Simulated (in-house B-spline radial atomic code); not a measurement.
# Mg: density, ELF and screening along the radius

Aim: the shell structure of Mg in the radial density, the electron localisation function and the screened nuclear charge, under several settings.

Method: several methods, spin-polarised, as named in each step; spherical all-electron atom at the radial basis limit. Code: in-house B-spline radial atomic code version 1.

### Step 1. What is computed

| Property | Result |
| --- | --- |
| element | magnesium (Z = 12) |
| charge | 0 |
| electrons | 12 |
| configuration | [Ne] 3s2 |
| nucleus | point (non-relativistic runs) or finite (X2C runs) |

Outer shells as boxes (Hund's rule):

[Ne] 3s2
```
[Ne] core
3s [↑↓]
```

Where spins are not typed, each open shell is filled with up spins first.

### Step 2. exchange-only LDA, X2C, [Ne] 3s2

Input settings:

```ini
Z = 12
electrons = 12.0
configuration = [Ne] 3s2
hamiltonian = x2c
method = lda,
spin_polarised = True
nucleus = fermi
rms_radius = 3.057
mass_number = 24
atomic_mass = 23.985041689
speed_of_light = 137.035999084
```

Launch:

```
python run_scf.py task.json out
```

The settings of every run stand in task.json; they run in order.

Main fields of the result record, rounded:

```text
status: converged
scf [iteration, energy, orbital gradient]:
  - [1, -198.308124797, 0.155]
  - [2, -198.439381671, 0.0676]
  - [3, -198.552342087, 0.00588]
  - [4, -198.553540172, 0.00206]
  - [5, -198.553568564, 0.000323]
  - [6, -198.55357246, 0.00024]
  - [7, -198.553573998, 1.04e-05]
  - [8, -198.553574006, 1.21e-07]
energy [hartree]: {"total": -198.553574006, "kinetic": 199.170123547, "nuclear": -478.669424942, "coulomb": 95.5182840468, "xc": -14.5725566576}
orbitals [hartree, bohr; up spins, the down spins are equal]:
  - ["name", "occ", "eps", "<r>", "<r^2>", "<1/r>", "r_max"]
  - ["1s up", 1.0, -45.970392, 0.13101, 0.023146, 11.619, 0.085246]
  - ["2s up", 1.0, -2.8554594, 0.70176, 0.59405, 2.0935, 0.54878]
  - ["2p up", 3.0, -1.6593999, 0.69262, 0.61835, 1.9515, 0.47759]
  - ["3s up", 1.0, -0.14235296, 3.215, 12.234, 0.41759, 2.5429]
sum_r [bohr^k]: {"-1": 39.96821, "1": 12.25117, "2": 29.41226}
radius_at_0.001 [bohr]: 4.556
radius_enclosing_fraction [bohr]: {"0.5": 0.6248, "0.9": 2.703, "0.99": 5.58}
slater [hartree]:
  F0(2p up,2p up): 1.3386
  F2(2p up,2p up): 0.60259
  F0(2p up,2p down): 1.3386
  F2(2p up,2p down): 0.60259
  F0(2p up,3s up): 0.38186
  G1(2p up,3s up): 0.020431
  F0(2p up,3s down): 0.38186
  F0(2p down,2p down): 1.3386
  F2(2p down,2p down): 0.60259
  F0(2p down,3s up): 0.38186
  F0(2p down,3s down): 0.38186
  G1(2p down,3s down): 0.020431
  F0(3s up,3s up): 0.2822
  F0(3s up,3s down): 0.2822
  F0(3s down,3s down): 0.2822
```

Run time: 0.11 s. Hardware: 1 thread, shared host.

radius_at_0.001 is where the density falls to 0.001 electrons per bohr³.

Fields along the radius, from the same record (one point in 2):

```csv
r (bohr),4πr²n (1/bohr),ELF,screened charge r·V (e),reduced gradient s
0.0158,2.403,0.9999,11.38,0.4510
0.0230,4.250,0.9998,11.10,0.4647
0.0335,6.971,0.9997,10.72,0.4961
0.0488,10.24,0.9991,10.21,0.5515
0.0710,12.83,0.9960,9.545,0.6433
0.103,12.96,0.9687,8.743,0.7866
0.150,10.21,0.6737,7.787,0.9463
0.219,7.560,0.1983,6.648,0.7536
0.319,8.566,0.3880,5.293,0.3175
0.464,10.91,0.7932,3.805,0.3861
0.675,9.332,0.8647,2.476,0.6360
0.982,4.564,0.7273,1.569,1.070
1.43,1.373,0.1326,1.017,1.552
2.08,0.7376,0.2083,0.5933,0.7275
3.03,0.6386,0.9893,0.2479,0.9174
4.40,0.2932,1.000,0.06056,1.802
6.41,0.05281,1.000,0.006596,4.316
9.33,0.002905,1.000,0.0002408,14.52
```

### Step 3. Hartree-Fock, X2C, [He] 2s2 2p5 3s2 4d1

Changes to the settings of step 2:

```diff
@@ -2,5 +2,5 @@
 electrons = 12.0
-configuration = [Ne] 3s2
+configuration = [He] 2s2 2p5 3s2 4d1
 hamiltonian = x2c
-method = lda,
+method = hf
 spin_polarised = True
```

From the record:

```text
status: converged
scf [iteration, energy, orbital gradient]:
  - [1, -197.045887375, 0.223]
  - [2, -197.8317401, 0.05]
  - [3, -197.873576121, 0.0188]
  - [4, -197.880997761, 0.00718]
  - [5, -197.883087354, 0.00229]
  - [6, -197.883231746, 0.000587]
  - [7, -197.883250063, 3.07e-05]
  - [8, -197.883250118, 4.28e-06]
  - [9, -197.883250119, 1.12e-06]
  - [10, -197.883250119, 1.6e-07]
energy [hartree]: {"total": -197.883250119, "kinetic": 198.508931416, "nuclear": -467.817967864, "coulomb": 85.992113944, "exact_exchange": -14.566327615}
orbitals [hartree, bohr; first row names the columns]:
  - ["name", "occ", "eps", "<r>"]
  - ["1s up", 1.0, -50.247578, 0.13018]
  - ["1s down", 1.0, -50.157863, 0.1299]
  - ["2s up", 1.0, -4.697234, 0.6636]
  - ["2s down", 1.0, -4.4085537, 0.67215]
  - ["2p up", 3.0, -3.2177762, 0.64139]
  - ["2p down", 2.0, -3.0749876, 0.64951]
  - ["3s up", 1.0, -0.5615361, 2.5266]
  - ["3s down", 1.0, -0.54852626, 2.5616]
  - ["4d up", 1.0, -0.032869008, 19.572]
sum_r [bohr^k]: {"-1": 39.06506, "1": 29.4792, "2": 461.7187}
```

It took 0.83 s on 1 thread, shared host.

The record's radial tables, every 4th point:

```csv
r (bohr),4πr²n (1/bohr),ELF,screened charge r·V (e),reduced gradient s,4πr²(n↑−n↓)
0.0251,4.875,0.9999,11.05,0.4681,0.001914
0.0620,12.24,0.9982,9.861,0.6050,0.02504
0.153,9.874,0.6481,7.893,0.9812,0.3203
0.378,9.421,0.6259,4.994,0.3069,1.423
0.934,4.304,0.6622,2.312,1.152,0.5505
2.31,0.9450,0.9360,1.108,0.7818,0.009875
5.70,0.05139,0.004409,0.6309,2.987,0.03058
14.1,0.02259,0.01690,0.2768,2.988,0.02259
34.8,0.005653,0.008959,0.001601,7.213,0.005653
```

### Step 4. LDA (VWN5), X2C, [He] 2s1 2p6 3s2 3p1

Input settings:

```ini
Z = 12
electrons = 12.0
configuration = [He] 2s1 2p6 3s2 3p1
hamiltonian = x2c
method = lda,vwn
spin_polarised = True
nucleus = fermi
rms_radius = 3.057
mass_number = 24
atomic_mass = 23.985041689
speed_of_light = 137.035999084
```

From the record:

```text
status: converged
scf [iteration, energy, orbital gradient]:
  - [1, -195.539807108, 0.177]
  - [2, -196.000712433, 0.111]
  - [3, -196.335961931, 0.0177]
  - [4, -196.348542625, 0.00247]
  - [5, -196.348841375, 0.00175]
  - [6, -196.349003093, 0.000223]
  - [7, -196.349003935, 4.23e-05]
  - [8, -196.349004041, 4.48e-06]
  - [9, -196.349004042, 6.32e-08]
energy [hartree]: {"total": -196.349004042, "kinetic": 196.373393704, "nuclear": -467.376389592, "coulomb": 89.5055527638, "xc": -14.8515609176}
orbitals [hartree, bohr; first row names the columns]:
  - ["name", "occ", "eps", "<r>"]
  - ["1s up", 1.0, -46.865053, 0.1309]
  - ["1s down", 1.0, -46.800825, 0.13092]
  - ["2s up", 1.0, -3.5326078, 0.67885]
  - ["2p up", 3.0, -2.3396374, 0.6519]
  - ["2p down", 3.0, -2.245015, 0.65687]
  - ["3s up", 1.0, -0.28385047, 2.6347]
  - ["3s down", 1.0, -0.25414194, 2.6751]
  - ["3p up", 1.0, -0.11317063, 3.4343]
sum_r [bohr^k]: {"-1": 39.02515, "1": 13.61107, "2": 34.42215}
```

It took 0.12 s on 1 thread, shared host.

Fields along the radius, from the same record (one point in 4):

```csv
r (bohr),4πr²n (1/bohr),ELF,screened charge r·V (e),reduced gradient s,4πr²(n↑−n↓)
0.0161,2.415,0.9999,11.38,0.4546,0.07992
0.0343,6.997,0.9995,10.72,0.5012,0.2240
0.0730,12.70,0.9944,9.549,0.6500,0.3362
0.156,10.01,0.6185,7.787,0.9211,0.04656
0.331,8.776,0.4298,5.378,0.3548,0.8761
0.706,7.690,0.7857,2.766,0.7501,1.330
1.50,1.256,0.07558,1.252,0.9555,0.1873
3.20,0.8260,0.8563,0.2288,1.084,0.2873
6.82,0.03476,0.06431,0.004352,5.178,0.02597
```

### Step 5. r2SCAN, X2C, [He] 2s1 2p6 3s2 3d1

Input settings:

```ini
Z = 12
electrons = 12.0
configuration = [He] 2s1 2p6 3s2 3d1
hamiltonian = x2c
method = r2scan
spin_polarised = True
nucleus = fermi
rms_radius = 3.057
mass_number = 24
atomic_mass = 23.985041689
speed_of_light = 137.035999084
```

From the record:

```text
status: converged
scf [iteration, energy, orbital gradient]:
  - [1, -196.974183318, 0.0197]
  - [2, -196.976025743, 0.00145]
  - [3, -196.976110832, 0.000571]
  - [4, -196.976118379, 0.000297]
  - [5, -196.976119781, 5.54e-05]
  - [6, -196.97611991, 2.28e-05]
  - [7, -196.976119938, 6.99e-06]
  - [8, -196.976119939, 1.17e-06]
  - [9, -196.976119939, 2.15e-07]
energy [hartree]: {"total": -196.976119939, "kinetic": 197.235719371, "nuclear": -466.443528168, "coulomb": 87.7661958144, "xc": -15.5345069567}
orbitals [hartree, bohr; first row names the columns]:
  - ["name", "occ", "eps", "<r>"]
  - ["1s up", 1.0, -47.618195, 0.13035]
  - ["1s down", 1.0, -47.559729, 0.13047]
  - ["2s up", 1.0, -3.8456043, 0.67158]
  - ["2p up", 3.0, -2.5669493, 0.64774]
  - ["2p down", 3.0, -2.444777, 0.65342]
  - ["3s up", 1.0, -0.39520039, 2.5367]
  - ["3s down", 1.0, -0.38670916, 2.5346]
  - ["3d up", 1.0, -0.02440981, 8.6252]
sum_r [bohr^k]: {"-1": 38.94806, "1": 18.53234, "2": 108.4608}
```

It took 0.54 s on 1 thread, shared host.

Meta-GGA runs start from a PBE run whose iterations are not counted.

The record's radial tables, every 4th point:

```csv
r (bohr),4πr²n (1/bohr),ELF,screened charge r·V (e),reduced gradient s,4πr²(n↑−n↓)
0.0204,3.508,0.9998,11.22,0.4609,0.1186
0.0469,9.741,0.9990,10.31,0.5457,0.3068
0.108,12.68,0.9532,8.726,0.7995,0.2198
0.249,7.647,0.2162,6.420,0.5779,0.2309
0.573,9.690,0.8011,3.485,0.5637,1.633
1.32,1.496,0.08725,1.686,1.380,0.1319
3.04,0.6500,0.8207,0.6592,1.300,0.04695
7.01,0.1071,0.04120,0.1934,0.9114,0.1047
16.1,0.01715,0.01401,0.005285,4.393,0.01715
```

### Step 6. Hartree-Fock, X2C, [He] 2s1 2p6 3s2 4s1

Input settings:

```ini
Z = 12
electrons = 12.0
configuration = [He] 2s1 2p6 3s2 4s1
hamiltonian = x2c
method = hf
spin_polarised = True
nucleus = fermi
rms_radius = 3.057
mass_number = 24
atomic_mass = 23.985041689
speed_of_light = 137.035999084
```

From the record:

```text
status: converged
scf [iteration, energy, orbital gradient]:
  - [1, -195.640457578, 0.222]
  - [2, -196.374803439, 0.0544]
  - [3, -196.415967084, 0.0213]
  - [4, -196.422826462, 0.00869]
  - [5, -196.424652646, 0.0024]
  - [6, -196.424800188, 0.000529]
  - [7, -196.424833692, 0.000172]
  - [8, -196.424837742, 7.85e-05]
  - [9, -196.424838848, 2.17e-05]
  - [10, -196.42483895, 3.8e-06]
  - [11, -196.424838952, 5.76e-07]
  - [12, -196.424838952, 5.08e-08]
energy [hartree]: {"total": -196.424838952, "kinetic": 197.02408908, "nuclear": -466.136811657, "coulomb": 87.6368350656, "exact_exchange": -14.94895144}
orbitals [hartree, bohr; first row names the columns]:
  - ["name", "occ", "eps", "<r>"]
  - ["1s up", 1.0, -50.151973, 0.13005]
  - ["1s down", 1.0, -49.987688, 0.13035]
  - ["2s up", 1.0, -4.6284677, 0.66484]
  - ["2p up", 3.0, -3.1302543, 0.64533]
  - ["2p down", 3.0, -2.8399246, 0.6562]
  - ["3s up", 1.0, -0.49994214, 2.5027]
  - ["3s down", 1.0, -0.46302358, 2.6224]
  - ["4s up", 1.0, -0.095324849, 8.1436]
sum_r [bohr^k]: {"-1": 38.9224, "1": 18.09851, "2": 93.22509}
```

Run time: 0.19 s. Hardware: 1 thread, shared host.

Fields along the radius, from the same record (one point in 4):

```csv
r (bohr),4πr²n (1/bohr),ELF,screened charge r·V (e),reduced gradient s,4πr²(n↑−n↓)
0.0201,3.427,0.9998,11.23,0.4597,0.1197
0.0460,9.576,0.9991,10.34,0.5414,0.3122
0.105,12.81,0.9622,8.793,0.7883,0.2420
0.242,7.593,0.2089,6.519,0.6162,0.2087
0.554,9.920,0.7997,3.597,0.5357,1.706
1.27,1.651,0.1066,1.755,1.440,0.1797
2.91,0.6787,0.9470,0.7180,1.277,-0.01712
6.67,0.1628,0.7899,0.1802,0.6242,0.1570
15.3,0.008913,1.000,0.001427,7.469,0.008913
```

### Step 7. The runs side by side

| run | total energy (hartree) | highest level (eV) | radius holding 50 / 90 / 99 % (bohr) | radius at n = 0.001 (bohr) | ELF minima on the full grid (bohr) |
| --- | --- | --- | --- | --- | --- |
| exchange-only LDA, X2C, [Ne] 3s2 | -198.5536 | -3.874 | 0.625 / 2.70 / 5.58 | 4.56 | 0.22, 1.7 |
| Hartree-Fock, X2C, [He] 2s2 2p5 3s2 4d1 | -197.8833 | -0.894 | 0.647 / 3.75 / 27.9 | 4.11 | 0.24, 1.5, 5.7 |
| LDA (VWN5), X2C, [He] 2s1 2p6 3s2 3p1 | -196.3490 | -3.080 | 0.646 / 3.00 / 5.57 | 4.63 | 0.23, 1.5 |
| r2SCAN, X2C, [He] 2s1 2p6 3s2 3d1 | -196.9761 | -0.664 | 0.645 / 3.57 / 13.4 | 4.26 | 0.25, 1.3, 5.7 |
| Hartree-Fock, X2C, [He] 2s1 2p6 3s2 4s1 | -196.4248 | -2.594 | 0.645 / 3.74 / 11.4 | 4.16 | 0.24, 1.6, 4.4 |

**Reading.** In the first run ELF has 2 minima on the grid, which mark the borders between shells. On the record's full grid the screened charge (r times the electrostatic potential) falls from 11.9 near the nucleus to 0.00 at 11 bohr; far out it tends to the net charge, 0. The radius that holds 99 % of the electrons runs from 5.57 bohr (LDA (VWN5), X2C, [He] 2s1 2p6 3s2 3p1) to 27.9 bohr (Hartree-Fock, X2C, [He] 2s2 2p5 3s2 4d1). The grid is coarse (about 21 % a step), so the places of minima are rough. For X2C runs ELF uses the non-relativistic kinetic energy density, and the fields carry no picture-change correction.
